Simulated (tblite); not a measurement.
# C3H8BFGe: the cost of one run

Programs: tblite 0.8.0 and PySCF 2.14.0, with density-fitted response routines of our own. Each step states its level of theory. These are calculated values for one molecule in the gas phase, unless marked as measured. Atoms are numbered from 0 throughout.

**1. Starting geometry**

14 atoms, charge 0, multiplicity 1; geometry from: force field or distance geometry start.

Bonds of the start (Å): C0–C1 1.32, C1–C2 1.49, C2–B3 1.57, B3–F4 1.45, B3–Ge5 2.02, C0–H6 1.10, C0–H7 1.09, C1–H8 1.11, C2–H9 1.12, C2–H10 1.11, Ge5–H11 1.55, Ge5–H12 1.56, Ge5–H13 1.55.

**2. Relaxing the molecule with GFN2-xTB**

The job: settings as JSON, then the geometry in Å.

```
{"job": {"kind": "relax", "xc": "GFN2-xTB", "basis": "xTB"}, "charge": 0, "multiplicity": 1}
C     -2.537600    -0.567200     0.479700
C     -1.270000    -0.590500     0.113500
C     -0.503400     0.616500    -0.307300
B      0.733500     0.932700     0.609700
F      0.959900     2.323900     0.969300
Ge     2.348000    -0.275400     0.697100
H     -3.136800     0.351000     0.478700
H     -2.969900    -1.523800     0.781700
H     -0.678500    -1.533300     0.129300
H     -1.184500     1.501000    -0.236500
H     -0.207300     0.494300    -1.374600
H      2.050200    -1.667900     1.316700
H      3.409600     0.444700     1.576200
H      2.986100    -0.506500    -0.695800
```

Command:

```sh
$ OMP_NUM_THREADS=1 python probes_run.py task.json out
```

One launch serves the whole session: the jobs run in the order shown.

Q: Estimate the wall time of this first job on 1 thread of Arm Neoverse N1, shared host.

About 1.1 s.
